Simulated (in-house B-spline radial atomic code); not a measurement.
# F: a fraction of an electron added to 2p

The exact energy is linear between whole electron numbers. How far does OLYP stray from that for F, with charge added to 2p step by step?

Method: non-relativistic OLYP, spin-polarised, spherical fractional occupations, point nucleus, basis-set limit. Code: in-house B-spline radial atomic code version 1.

### 1 The system

```
element       : fluorine (Z = 9)
charge        : 0
electrons     : 9
configuration : [He] 2s2 2p5
Hamiltonian   : non-relativistic
nucleus       : point
```

Outer shells as boxes (Hund's rule):

[He] 2s2 2p5
```
[He] core
2s [↑↓]
2p [↑↓][↑↓][↑ ]
```

Where spins are not typed, each open shell is filled with up spins first.

### 2 The start, at fraction 0

The run's settings:

```ini
Z = 9
electrons = 9.0
configuration = [He] 2s2 2p5
hamiltonian = nr
method = optx,lyp
spin_polarised = True
```

### 3 0.1 electron added to 2p

The run's settings:

```ini
Z = 9
electrons = 9.1
configuration = [He] 2s2 2p5.1
hamiltonian = nr
method = optx,lyp
spin_polarised = True
```

### 4 0.2 electron added to 2p

The run's settings:

```ini
Z = 9
electrons = 9.2
configuration = [He] 2s2 2p5.2
hamiltonian = nr
method = optx,lyp
spin_polarised = True
```

### 5 0.3 electron added to 2p

The run's settings:

```ini
Z = 9
electrons = 9.3
configuration = [He] 2s2 2p5.3
hamiltonian = nr
method = optx,lyp
spin_polarised = True
```

### 6 0.4 electron added to 2p

The run's settings:

```ini
Z = 9
electrons = 9.4
configuration = [He] 2s2 2p5.4
hamiltonian = nr
method = optx,lyp
spin_polarised = True
```

### 7 0.5 electron added to 2p

The run's settings:

```ini
Z = 9
electrons = 9.5
configuration = [He] 2s2 2p5.5
hamiltonian = nr
method = optx,lyp
spin_polarised = True
```

### 8 0.6 electron added to 2p

The run's settings:

```ini
Z = 9
electrons = 9.6
configuration = [He] 2s2 2p5.6
hamiltonian = nr
method = optx,lyp
spin_polarised = True
```

### 9 0.7 electron added to 2p

The run's settings:

```ini
Z = 9
electrons = 9.7
configuration = [He] 2s2 2p5.7
hamiltonian = nr
method = optx,lyp
spin_polarised = True
```

### 10 0.8 electron added to 2p

The run's settings:

```ini
Z = 9
electrons = 9.8
configuration = [He] 2s2 2p5.8
hamiltonian = nr
method = optx,lyp
spin_polarised = True
```

Q: How does the energy change with the fraction, and which way and how far does it bend from the straight line between the ends?

The runs gave:

| fraction | energy change (eV) | less the straight line (eV) | level 2p down (eV) | sum of <r²> (bohr²) |
| --- | --- | --- | --- | --- |
| 0 | 0.0000 | 0.0000 | -10.072 | 10.721 |
| 0.1 | -0.9380 | -0.4441 | -8.694 | 11.203 |
| 0.2 | -1.7400 | -0.7523 | -7.354 | 11.725 |
| 0.3 | -2.4102 | -0.9286 | -6.057 | 12.296 |
| 0.4 | -2.9530 | -0.9775 | -4.806 | 12.925 |
| 0.5 | -3.3730 | -0.9036 | -3.603 | 13.628 |
| 0.6 | -3.6753 | -0.7121 | -2.454 | 14.430 |
| 0.7 | -3.8658 | -0.4087 | -1.366 | 15.371 |
| 0.8 | -3.9510 | 0.0000 | -0.351 | 16.530 |

What this shows: From fraction 0 to 0.8 the energy changes by -3.951 eV. It sags under the straight line by up to 0.98 eV (at 0.4); exact theory is straight between whole electron numbers, so this convex bend is an error (delocalisation) that favours fractional charges. The path stops at 0.8, so the line is drawn to that point and not to a whole electron.
